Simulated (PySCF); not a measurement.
# MoHF: singlet, from a bent start

Where does singlet MoHF go from a bent start, is the end point a minimum, and what are its modes, charges and moments?

Program: PySCF 2.14.0. Level of theory: PBE0, basis Mo def2-TZVP with ECP28, H def2-TZVP, F def2-TZVP, scalar-relativistic core potentials, no spin–orbit coupling, density fitting. These are calculated values, not measurements.

**1. Starting geometry**

3 atoms, charge 0, spin multiplicity 1.

Bond lengths: Mo1–H2 1.700 Å, Mo1–F3 2.020 Å. Angles: H2–Mo1–F3 110.0°.

```xyz
3
charge 0 multiplicity 1
Mo    0.0000    0.0000    0.0000
H    -1.3926    0.0000    0.9751
F     1.6547    0.0000    1.1586
```

**2. First SCF at the start**

One driver script runs all steps and calls PySCF; scf.py shows how it sets up the SCF of each step. The optimiser is the driver's own. After this first run the driver tries any further starts and a stability analysis.

scf.py reads:

```python
from pyscf import gto, scf, dft
mol = gto.M(atom='''
Mo     0.000000     0.000000     0.000000
H     -1.392600     0.000000     0.975100
F      1.654700     0.000000     1.158600''',
    basis={'Mo': 'def2-TZVP', 'H': 'def2-TZVP', 'F': 'def2-TZVP'},
    ecp={'Mo': 'def2-TZVP'},
    charge=0, spin=0)
mf = dft.RKS(mol, xc='PBE0')
mf.grids.atom_grid = (50, 194)
aux = {'Mo': 'def2-universal-JKFIT', 'H': 'def2-universal-JKFIT', 'F': 'def2-universal-JKFIT'}
mf = mf.density_fit(auxbasis=aux)
mf.conv_tol = 1e-08
mf.diis_space = 10
mf.max_cycle = 60
mf.init_guess = 'minao'
mf.verbose = 4
mf.kernel()
```

On the command line:

```sh
> OMP_NUM_THREADS=2 python axn.py task.json out
```

After this run come: Relaxation: bent start, singlet; Vibrations and properties at this point; The broken-symmetry singlet; Is it a minimum? Harmonic modes.

**Question.** What will these runs give? Wanted: minimum; geometry; wavenumbers; dipole moment; highest occupied, lowest empty level; polar-tensor charge of Mo1; zero-point energy; atomisation energy; ⟨S²⟩.

As calculated:

```
                                          quantity                                      value
                                           minimum               broken-symmetry (Ms = 0), Cs
                                          geometry  Mo–F 1.849 Å, Mo–H 1.694 Å; F–Mo–H 116.1°
                                wavenumbers (cm⁻¹)              492 (a'), 668 (a'), 1904 (a')
                                     dipole moment                                     2.72 D
highest occupied, lowest empty level (either spin)                            -6.11, -2.32 eV
                        polar-tensor charge of Mo1                                    +1.04 e
                                 zero-point energy                                18.3 kJ/mol
                               entropy at 298.15 K                            258.1 J/(mol K)
         atomisation energy (no zero-point energy)                                 575 kJ/mol
                                              ⟨S²⟩                                      1.964
```

**Reading.** The molecule stays Cs, as typed, and the end point is a minimum. The determinant is spin-contaminated (⟨S²⟩ = 1.96 against 0.00), so it is no pure spin state. In the infrared the band at 1904 cm⁻¹ (a', stretch) leads. The first SCF alone would have been 12 kJ/mol too high. Other starts or spin states, not run here, may lie lower.
